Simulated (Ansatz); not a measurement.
# FH5OSSi: the cost of one run

Method: PBE0-D4, def2-SVP first, then def2-TZVP; program: Ansatz 0.2.0, Gaussian basis.

152 further runs of the same task are left out: 152 set aside as unsound or not needed.

### Step 1. Where the work starts

The guess: 9 atoms, charge 0, spin multiplicity 1.

Atoms are counted from 1 here; the program's logs count them from 0.

Bond lengths: Si1–H3 1.441 Å, Si1–H4 1.454 Å, Si1–O5 1.603 Å, Si1–S7 2.317 Å, O5–H8 0.960 Å, H6–S7 1.498 Å, S7–H9 1.329 Å. Angles: H3–Si1–H4 116.2°, H3–Si1–O5 124.7°, H3–Si1–S7 103.4°, H4–Si1–O5 100.8°, H4–Si1–S7 98.5°, O5–Si1–S7 110.3°, Si1–O5–H8 119.2°, Si1–S7–H6 73.8°, Si1–S7–H9 94.8°, H6–S7–H9 92.0°.

Geometry (Å):

```
Si   -0.87620   -0.24210    0.12720
F     0.67260    0.69200   -1.46010
H    -1.38980   -0.58170   -1.17600
H    -1.50980   -0.89920    1.25910
O    -0.73130    1.25270    0.68910
H     1.28190   -0.29740   -0.88010
S     1.16790   -1.33080    0.19800
H    -0.31350    1.92030    0.14080
H     1.69830   -0.51390    1.10200
```

Distances that are to change: Si1–S7 2.32 Å, F2–H6 1.30 Å, Si1–F2 2.41 Å, H6–S7 1.50 Å.

### Step 2. Constrained relaxation of the guess

Input file hold/in.yaml:

```yaml
crystal:
  periodic: [false, false, false]
  atoms:
    - {symbol: Si, position_ang: [-0.876200, -0.242100, 0.127200]}
    - {symbol: F, position_ang: [0.672600, 0.692000, -1.460100]}
    - {symbol: H, position_ang: [-1.389800, -0.581700, -1.176000]}
    - {symbol: H, position_ang: [-1.509800, -0.899200, 1.259100]}
    - {symbol: O, position_ang: [-0.731300, 1.252700, 0.689100]}
    - {symbol: H, position_ang: [1.281900, -0.297400, -0.880100]}
    - {symbol: S, position_ang: [1.167900, -1.330800, 0.198000]}
    - {symbol: H, position_ang: [-0.313500, 1.920300, 0.140800]}
    - {symbol: H, position_ang: [1.698300, -0.513900, 1.102000]}
basis:
  gaussian: {orbitals: def2-SVP}
hamiltonian: {xc: pbe0, dispersion: d4}
relax: {f_tol: 0.04, max_steps: 150, escape_saddle: false, constraints: [{distance: [0, 6]}, {distance: [1, 5]}, {distance: [0, 1]}, {distance: [5, 6]}]}
```

On the command line:

```bash
> ansatz run in.yaml --threads 4 --pin off --events-out ev --progress --plain --max-ram 9574MiB
```

**Question.** How long does this run take on 4 threads of Intel Xeon at 2.50GHz, shared host?

About 27 s.
